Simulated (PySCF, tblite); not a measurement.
# C₃H₃ClF₂O₂: geometry, infrared bands and NMR shifts

Aim: predict the infrared bands and NMR shifts of C₃H₃ClF₂O₂ (`O=COCC(F)(F)Cl`).

The runs use tblite 0.8.0 and PySCF 2.14.0, with density-fitted response routines of our own; the level of theory stands in each step. All values are computed, except where a source is named. Atoms count from 0, in the outputs and in this text.

**1. The starting structure**

11 atoms, charge 0, multiplicity 1; geometry from: force field or distance geometry start.

Bonds of the start (Å): O0–C1 1.25, C1–O2 1.34, O2–C3 1.40, C3–C4 1.52, C4–F5 1.40, C4–F6 1.34, C4–Cl7 1.80, C1–H8 1.11, C3–H9 1.11, C3–H10 1.13.

**2. Relaxing the molecule with GFN2-xTB**

Job settings and geometry (Å):

```
{"job": {"kind": "relax", "xc": "GFN2-xTB", "basis": "xTB"}, "charge": 0, "multiplicity": 1}
O      1.613700     0.101700     1.507600
C      1.817200     0.069800     0.270900
O      0.942000     0.298700    -0.721900
C     -0.405000     0.629800    -0.512000
C     -1.184200    -0.495500     0.138000
F     -2.522100    -0.133400     0.327900
F     -0.597900    -0.941600     1.260200
Cl    -1.146200    -1.823500    -1.076000
H      2.853400    -0.193300    -0.011700
H     -0.893100     1.000000    -1.432600
H     -0.472500     1.489800     0.223600
```

Started as:

```
$ OMP_NUM_THREADS=1 python probes_run.py task.json out
```

One launch serves the whole session: the jobs run in the order shown.

**Question.** This job is followed by: GFN2-xTB harmonic vibrations, gas phase; GIAO PBE0/pcSseg-1 NMR shielding, non-relativistic, gas phase. What will the session give for the following? strongest single infrared mode (GFN2-xTB); zero-point energy (GFN2-xTB); ¹³C shifts against TMS (PBE0/pcSseg-1); ¹H shifts against TMS (PBE0/pcSseg-1, means over atoms taken as alike); ¹⁷O shifts against H2O (PBE0/pcSseg-1); ¹⁹F shifts against CFCl3 (PBE0/pcSseg-1, means over atoms taken as alike); ³⁵Cl shifts against HCl (PBE0/pcSseg-1).

The runs gave:

| quantity | value |
| --- | --- |
| strongest single infrared mode (GFN2-xTB) | 1804 cm⁻¹, 481 km/mol |
| zero-point energy (GFN2-xTB) | 38.8 kcal/mol |
| ¹³C shifts against TMS (PBE0/pcSseg-1) | 164.2, 139.5, 66.7 ppm |
| ¹H shifts against TMS (PBE0/pcSseg-1, means over atoms taken as alike) | 8.13, 4.95 ppm |
| ¹⁷O shifts against H2O (PBE0/pcSseg-1) | 438.1, 199.9 ppm |
| ¹⁹F shifts against CFCl3 (PBE0/pcSseg-1, means over atoms taken as alike) | -72.4 ppm |
| ³⁵Cl shifts against HCl (PBE0/pcSseg-1) | 339 ppm |

In words: Over 62 steps the energy fell by 0.667 eV; of the close pairs, O0–C1 changed most, 1.254 to 1.190 Å. All 27 modes are real, so the xTB geometry is a minimum. The strongest single mode, at 1804 cm⁻¹, moves mainly C1 and O0. Unscaled tight-binding wavenumbers are off by several per cent, some by more. Its intensities can rank the bands wrongly. C1 (ester carbonyl carbon) lies farthest downfield among carbon, at 164.2 ppm; it is a carbonyl in resonance with an O or N lone pair, the region of acids, esters and amides.
